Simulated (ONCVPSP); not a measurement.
# Pseudopotential generation for O: ONCV, PBE

Aim: build the potential from the settings below, then test how well it stands in for the atom: other configurations, scattering, ghost states and the plane-wave cutoff that it needs.

The numbers are computed with ONCVPSP 4.0.1.1 (patched build) (PBE, scalar-relativistic, spin-unpolarised reference atom).

## (1) Starting point

Typed settings, in words:

```json
{"element": "oxygen (O, Z = 8)", "type": "optimised norm-conserving Vanderbilt (ONCV)", "frozen core": "[He]", "valence charge": "6", "reference configuration": "2s2 2p4", "partial waves": "2s: rc 0.70 bohr, ncon 4, nbas 7, qcut 14.2 1/bohr, 2 projectors, debl 1.8 Ha; 2p: rc 1.60 bohr, ncon 4, nbas 8, qcut 13 1/bohr, 2 projectors, debl 0.4 Ha; d scattering state at 0.05 Ha: rc 1.50 bohr, ncon 5, nbas 9, qcut 7.9 1/bohr, 2 projectors, debl 1.9 Ha", "local potential": "polynomial inside 0.70 bohr (lpopt 5, dvloc0 -1 Ha)", "core correction": "Teter function fitted to the true core (icmod 2), fcfact 0.25"}
```

An earlier all-electron run gives the scale for the radii.

All-electron outer shells of the reference configuration (PBE, scalar-relativistic, ld1.x):

```
shell  level (eV)  outermost node (bohr)  outermost maximum (bohr)
   1s     -514.70                      –                      0.13
   2s      -23.96                   0.28                      0.87
   2p       -9.03                      –                      0.82
```

## (2) The generation run

Input file O.dat:

```
# ATOM AND REFERENCE CONFIGURATION
# atsym  z   nc   nv     iexc    psfile
  O 8.00    1    2        4      upf
#
#   n    l    f
    1    0    2.00
    2    0    2.00
    2    1    4.00
#
# PSEUDOPOTENTIAL AND OPTIMIZATION
# lmax
    2
#
#   l,   rc,      ep,       ncon, nbas, qcut
    0    0.70    0.00    4    7   14.20
    1    1.60    0.00    4    8   13.00
    2    1.50    0.05    5    9    7.90
#
# LOCAL POTENTIAL
# lloc, lpopt,  rc(5),   dvloc0
    4    5    0.70   -1.00
#
# VANDERBILT-KLEINMAN-BYLANDER PROJECTORs
# l, nproj, debl
    0    2    1.80
    1    2    0.40
    2    2    1.90
#
# MODEL CORE CHARGE
# icmod, fcfact, rcfact
    2    0.25    0.80
#
# LOG DERIVATIVE ANALYSIS
# epsh1, epsh2, depsh
   -2.00    5.00    0.02
#
# OUTPUT GRID
# rlmax, drl
    6.00    0.01
#
# TEST CONFIGURATIONS
# ncnf
    4
# nvcnf
#   n    l    f
    2
    2    0    2.00
    2    1    3.00
#
    2
    2    0    2.00
    2    1    2.00
#
    2
    2    0    2.00
    2    1    1.00
#
    2
    2    0    1.00
    2    1    5.00
#
```

The run is started by

```sh
$ oncvpsp.x < O.dat > O.out
```

Q: Predict the outcome of this session. Wanted: cutoffs for 1 and 0.1 mHa per electron, occupied waves; bound ghosts; GHOST(+) flags; largest test error; largest phase difference near zero energy, channels read; rms error of d²Exc/dn², without and with the model core.

The runs gave:

```
                                                quantity                  value
  cutoffs for 1 and 0.1 mHa per electron, occupied waves        42 Ha and 80 Ha
                                            bound ghosts        s at -355.41 eV
                                          GHOST(+) flags     none at low energy
                            largest test error (AE − PS)  +452 meV, for 2s2 2p1
largest phase difference near zero energy, channels read              0.000 rad
 rms error of d²Exc/dn², without and with the model core      1.84 and 1.74 mHa
```

A bound ghost (s) makes it unfit for use: electrons can fall into a state that the atom doesn't have. By total energies transferability is poor: the largest error is 452 meV on 103.9 eV, for 2s2 2p1. That test lies far up in energy; among those under 40 eV, nearer to bonding, the largest error is 12 meV. By its cutoff, 42 Ha for the looser tolerance, it is hard. Near zero energy the phases of the channels with partial waves agree within 0.001 rad. These are tests on the free atom; a crystal test is still owed.
